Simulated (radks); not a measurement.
# Sr in [Kr] 5s2: an all-electron calculation

One table from this session's results is given with a row withheld; the runs are named, their logs left out.

Method: non-relativistic Kohn-Sham, SOGGA, spin-unpolarised, spherical densities, point nucleus. Code: radks (a radial shooting solver on a logarithmic mesh, Libxc functionals) version 1.

## Starting point

- element: strontium (Z = 38)
- charge: 0
- electrons: 38
- configuration: [Kr] 5s2

The outer shells:

Sr
```
[Kr] core
5s [↑↓]
```

Set-up of the first run:

The run's settings:

```text
Z 38
configuration [Kr] 5s2
relativity non-relativistic
functional sogga,pbe
spin unpolarised
nucleus point
```

The run is started by

```
$ python run_ks.py task.json out
```

This one command runs every case of the session in turn.

One of the session's tables, all rows but one given; the rest of the session is left out.

It belongs to the step «Radial structure». From the orbitals of this run (lengths in bohr):

| level | <r> | outermost maximum (interpolated) | 90 % within | nodes |
| --- | --- | --- | --- | --- |
| 1s | 0.04020 | 0.0266 | 0.0715 | 0 |
| 2s | ? | ? | ? | ? |
| 2p | 0.1523 | 0.118 | 0.248 | 0 |
| 3s | 0.5038 | 0.446 | 0.746 | 2 |
| 3p | 0.5036 | 0.435 | 0.764 | 1 |
| 3d | 0.4969 | 0.376 | 0.805 | 0 |
| 4s | 1.384 | 1.22 | 2.03 | 3 |
| 4p | 1.574 | 1.34 | 2.36 | 2 |
| 5s | 4.403 | 3.79 | 6.50 | 4 |

Estimate the missing values for 2s.

**Answer.** <r>: 0.1771; outermost maximum (interpolated): 0.149; 90 % within: 0.273; nodes: 1. In the column «<r>» it lies between 2p (0.1523) and 3d (0.4969).

Limits of these values: Relativity is left out here, which matters for elements this heavy.
